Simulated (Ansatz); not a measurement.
**Molecular dynamics of Be**

Input file:

```yaml
accuracy: low
crystal:
  lattice:
    - [6.87, 0.0, 0.0]
    - [-3.435, 5.949595, 0.0]
    - [0.0, 0.0, 7.17686]
  atoms:
    - { symbol: Be, position: [0.0, 0.0, 0.0] }
    - { symbol: Be, position: [0.1111111, 0.2222222, 0.25] }
    - { symbol: Be, position: [0.0, 0.0, 0.5] }
    - { symbol: Be, position: [0.1111111, 0.2222222, 0.75] }
    - { symbol: Be, position: [0.0, 0.3333333, 0.0] }
    - { symbol: Be, position: [0.1111111, 0.5555556, 0.25] }
    - { symbol: Be, position: [0.0, 0.3333333, 0.5] }
    - { symbol: Be, position: [0.1111111, 0.5555556, 0.75] }
    - { symbol: Be, position: [0.0, 0.6666667, 0.0] }
    - { symbol: Be, position: [0.1111111, 0.8888889, 0.25] }
    - { symbol: Be, position: [0.0, 0.6666667, 0.5] }
    - { symbol: Be, position: [0.1111111, 0.8888889, 0.75] }
    - { symbol: Be, position: [0.3333333, 0.0, 0.0] }
    - { symbol: Be, position: [0.4444444, 0.2222222, 0.25] }
    - { symbol: Be, position: [0.3333333, 0.0, 0.5] }
    - { symbol: Be, position: [0.4444444, 0.2222222, 0.75] }
    - { symbol: Be, position: [0.3333333, 0.3333333, 0.0] }
    - { symbol: Be, position: [0.4444444, 0.5555556, 0.25] }
    - { symbol: Be, position: [0.3333333, 0.3333333, 0.5] }
    - { symbol: Be, position: [0.4444444, 0.5555556, 0.75] }
    - { symbol: Be, position: [0.3333333, 0.6666667, 0.0] }
    - { symbol: Be, position: [0.4444444, 0.8888889, 0.25] }
    - { symbol: Be, position: [0.3333333, 0.6666667, 0.5] }
    - { symbol: Be, position: [0.4444444, 0.8888889, 0.75] }
    - { symbol: Be, position: [0.6666667, 0.0, 0.0] }
    - { symbol: Be, position: [0.7777778, 0.2222222, 0.25] }
    - { symbol: Be, position: [0.6666667, 0.0, 0.5] }
    - { symbol: Be, position: [0.7777778, 0.2222222, 0.75] }
    - { symbol: Be, position: [0.6666667, 0.3333333, 0.0] }
    - { symbol: Be, position: [0.7777778, 0.5555556, 0.25] }
    - { symbol: Be, position: [0.6666667, 0.3333333, 0.5] }
    - { symbol: Be, position: [0.7777778, 0.5555556, 0.75] }
    - { symbol: Be, position: [0.6666667, 0.6666667, 0.0] }
    - { symbol: Be, position: [0.7777778, 0.8888889, 0.25] }
    - { symbol: Be, position: [0.6666667, 0.6666667, 0.5] }
    - { symbol: Be, position: [0.7777778, 0.8888889, 0.75] }
basis:
  ecutwfc: 420.0
kpoints:
  mp_grid: { grid: [2, 2, 2] }
hamiltonian:
  xc: pbe
scf:
  occupations: { method: fermi_dirac, width: 0.36 }
  lower_state_search: "off"
md:
  timestep: 0.75
  n_steps: 90
  ensemble: nvt_langevin
  temperature: 4200.0
  initial_velocities: maxwell_boltzmann
  seed: 402180
  friction: 0.02
```

Run as:

```bash
$ ansatz run input.yaml --threads 1 --pin off --max-ram 3072MiB --backend cpu --events-out ev --progress --plain --runs-dir out
```

It starts from a structure without forces on its atoms.

Output, in part (one step line in 2):

```
md step     0: t =     0.00 fs  T =  4083.3 K  F+E_penalty+E_count = -3339.30943894 eV  E_kin = 19.001220 eV  (6 SCF iters)
md step     2: t =     1.50 fs  T =  4033.2 K  F+E_penalty+E_count = -3338.96820773 eV  E_kin = 18.768044 eV  (6 SCF iters)
md step     4: t =     3.00 fs  T =  4058.5 K  F+E_penalty+E_count = -3337.93009375 eV  E_kin = 18.885787 eV  (6 SCF iters)
md step     6: t =     4.50 fs  T =  3670.8 K  F+E_penalty+E_count = -3336.22125671 eV  E_kin = 17.081704 eV  (5 SCF iters)
md step     8: t =     6.00 fs  T =  3025.3 K  F+E_penalty+E_count = -3334.04695262 eV  E_kin = 14.077925 eV  (5 SCF iters)
md step    10: t =     7.50 fs  T =  2673.2 K  F+E_penalty+E_count = -3331.55718985 eV  E_kin = 12.439346 eV  (6 SCF iters)
md step    12: t =     9.00 fs  T =  2262.3 K  F+E_penalty+E_count = -3328.98814657 eV  E_kin = 10.527284 eV  (5 SCF iters)
md step    14: t =    10.50 fs  T =  1969.0 K  F+E_penalty+E_count = -3326.73879744 eV  E_kin = 9.162675 eV  (5 SCF iters)
md step    16: t =    12.00 fs  T =  1877.5 K  F+E_penalty+E_count = -3325.06816323 eV  E_kin = 8.736586 eV  (5 SCF iters)
md step    18: t =    13.50 fs  T =  1854.8 K  F+E_penalty+E_count = -3324.12909251 eV  E_kin = 8.630911 eV  (5 SCF iters)
md step    20: t =    15.00 fs  T =  1717.7 K  F+E_penalty+E_count = -3323.83332304 eV  E_kin = 7.993065 eV  (6 SCF iters)
md step    22: t =    16.50 fs  T =  2100.0 K  F+E_penalty+E_count = -3324.08622076 eV  E_kin = 9.771996 eV  (5 SCF iters)
md step    24: t =    18.00 fs  T =  2334.8 K  F+E_penalty+E_count = -3324.49482317 eV  E_kin = 10.864820 eV  (5 SCF iters)
md step    26: t =    19.50 fs  T =  2519.6 K  F+E_penalty+E_count = -3325.00922215 eV  E_kin = 11.724822 eV  (5 SCF iters)
md step    28: t =    21.00 fs  T =  2789.4 K  F+E_penalty+E_count = -3325.47063893 eV  E_kin = 12.980020 eV  (5 SCF iters)
md step    30: t =    22.50 fs  T =  3229.4 K  F+E_penalty+E_count = -3325.88661806 eV  E_kin = 15.027492 eV  (6 SCF iters)
md step    32: t =    24.00 fs  T =  3099.0 K  F+E_penalty+E_count = -3326.03560960 eV  E_kin = 14.420760 eV  (5 SCF iters)
md step    34: t =    25.50 fs  T =  3313.2 K  F+E_penalty+E_count = -3325.96179870 eV  E_kin = 15.417377 eV  (5 SCF iters)
md step    36: t =    27.00 fs  T =  3169.4 K  F+E_penalty+E_count = -3325.73462985 eV  E_kin = 14.748149 eV  (5 SCF iters)
md step    38: t =    28.50 fs  T =  3210.1 K  F+E_penalty+E_count = -3325.27176500 eV  E_kin = 14.937909 eV  (5 SCF iters)
md step    40: t =    30.00 fs  T =  3238.3 K  F+E_penalty+E_count = -3324.66458282 eV  E_kin = 15.068900 eV  (6 SCF iters)
md step    42: t =    31.50 fs  T =  2963.0 K  F+E_penalty+E_count = -3323.91637582 eV  E_kin = 13.788002 eV  (5 SCF iters)
md step    44: t =    33.00 fs  T =  2958.4 K  F+E_penalty+E_count = -3323.22728359 eV  E_kin = 13.766376 eV  (5 SCF iters)
md step    46: t =    34.50 fs  T =  2950.7 K  F+E_penalty+E_count = -3322.69253926 eV  E_kin = 13.730528 eV  (5 SCF iters)
md step    48: t =    36.00 fs  T =  2809.4 K  F+E_penalty+E_count = -3322.11592881 eV  E_kin = 13.073363 eV  (5 SCF iters)
md step    50: t =    37.50 fs  T =  2787.0 K  F+E_penalty+E_count = -3321.58398238 eV  E_kin = 12.968935 eV  (6 SCF iters)
md step    52: t =    39.00 fs  T =  2598.5 K  F+E_penalty+E_count = -3321.11060476 eV  E_kin = 12.091588 eV  (5 SCF iters)
md step    54: t =    40.50 fs  T =  2582.6 K  F+E_penalty+E_count = -3320.65512972 eV  E_kin = 12.017985 eV  (5 SCF iters)
md step    56: t =    42.00 fs  T =  2721.8 K  F+E_penalty+E_count = -3320.56426133 eV  E_kin = 12.665659 eV  (5 SCF iters)
md step    58: t =    43.50 fs  T =  2666.0 K  F+E_penalty+E_count = -3320.90671945 eV  E_kin = 12.405872 eV  (5 SCF iters)
md step    60: t =    45.00 fs  T =  2965.9 K  F+E_penalty+E_count = -3321.62902013 eV  E_kin = 13.801302 eV  (6 SCF iters)
md step    62: t =    46.50 fs  T =  3281.1 K  F+E_penalty+E_count = -3322.28967798 eV  E_kin = 15.268276 eV  (5 SCF iters)
md step    64: t =    48.00 fs  T =  3401.0 K  F+E_penalty+E_count = -3322.85227775 eV  E_kin = 15.826156 eV  (5 SCF iters)
md step    66: t =    49.50 fs  T =  3184.2 K  F+E_penalty+E_count = -3323.19209873 eV  E_kin = 14.817317 eV  (5 SCF iters)
md step    68: t =    51.00 fs  T =  3410.6 K  F+E_penalty+E_count = -3323.17733117 eV  E_kin = 15.870688 eV  (5 SCF iters)
md step    70: t =    52.50 fs  T =  3387.9 K  F+E_penalty+E_count = -3322.85004170 eV  E_kin = 15.765060 eV  (6 SCF iters)
md step    72: t =    54.00 fs  T =  3524.6 K  F+E_penalty+E_count = -3322.13296812 eV  E_kin = 16.401376 eV  (5 SCF iters)
md step    74: t =    55.50 fs  T =  3270.9 K  F+E_penalty+E_count = -3321.18961772 eV  E_kin = 15.220729 eV  (5 SCF iters)
md step    76: t =    57.00 fs  T =  3099.2 K  F+E_penalty+E_count = -3320.20673818 eV  E_kin = 14.421909 eV  (5 SCF iters)
md step    78: t =    58.50 fs  T =  3020.2 K  F+E_penalty+E_count = -3319.64969645 eV  E_kin = 14.054253 eV  (5 SCF iters)
md step    80: t =    60.00 fs  T =  3329.2 K  F+E_penalty+E_count = -3319.49407243 eV  E_kin = 15.492096 eV  (6 SCF iters)
md step    82: t =    61.50 fs  T =  3810.6 K  F+E_penalty+E_count = -3319.52569090 eV  E_kin = 17.731953 eV  (5 SCF iters)
md step    84: t =    63.00 fs  T =  3955.3 K  F+E_penalty+E_count = -3319.51422437 eV  E_kin = 18.405369 eV  (5 SCF iters)
md step    86: t =    64.50 fs  T =  4193.9 K  F+E_penalty+E_count = -3319.40573414 eV  E_kin = 19.515885 eV  (5 SCF iters)
md step    88: t =    66.00 fs  T =  4274.6 K  F+E_penalty+E_count = -3318.91244109 eV  E_kin = 19.891334 eV  (5 SCF iters)
md step    90: t =    67.50 fs  T =  4526.4 K  F+E_penalty+E_count = -3318.23484331 eV  E_kin = 21.063138 eV  (6 SCF iters)
```

All steps were run. The mean temperature of the second half is 22 % below the set value. A run of 0.068 ps of so small a system gives no equilibrium averages. Limits of this set-up: coarse k mesh, low accuracy level.

Mean squared displacements from the first frame to the last, about the centre of mass: Be 0.27 Å².

Last frame:

```xyz
36
Lattice="6.8700 0.0000 0.0000 -3.4350 5.9496 0.0000 0.0000 0.0000 7.1769" Properties=species:S:1:pos:R:3
Be -0.291 0.129 -0.277
Be -0.173 1.318 1.349
Be 0.251 0.097 3.841
Be 0.062 1.320 5.332
Be -0.969 1.877 0.204
Be -1.194 3.807 1.664
Be -0.728 2.115 3.310
Be -1.110 3.253 5.583
Be -2.500 3.933 0.000
Be -2.432 5.990 1.611
Be -2.520 4.163 3.495
Be -1.648 5.367 4.882
Be 1.900 -0.041 -0.138
Be 2.414 1.736 1.703
Be 2.802 0.575 3.326
Be 2.201 1.116 5.192
Be 0.910 1.864 0.120
Be 1.093 3.340 1.457
Be 1.214 1.542 3.283
Be 1.239 3.291 5.406
Be -0.112 3.738 0.131
Be 0.178 5.089 1.702
Be 0.037 3.901 3.491
Be 0.291 5.550 5.558
Be 4.080 0.170 0.269
Be 5.063 1.334 1.917
Be 5.132 0.369 3.924
Be 4.945 1.235 5.996
Be 3.434 2.143 -0.022
Be 3.770 3.522 1.607
Be 3.947 1.646 3.988
Be 3.289 3.211 5.287
Be 1.548 4.658 -0.176
Be 2.622 5.304 1.815
Be 2.684 2.777 3.391
Be 2.781 5.228 5.416
```

The run took 7.8 min on 1 thread of AMD EPYC 7R13 Processor (Zen 3), with other jobs on the host, peak memory 0.72 GiB.
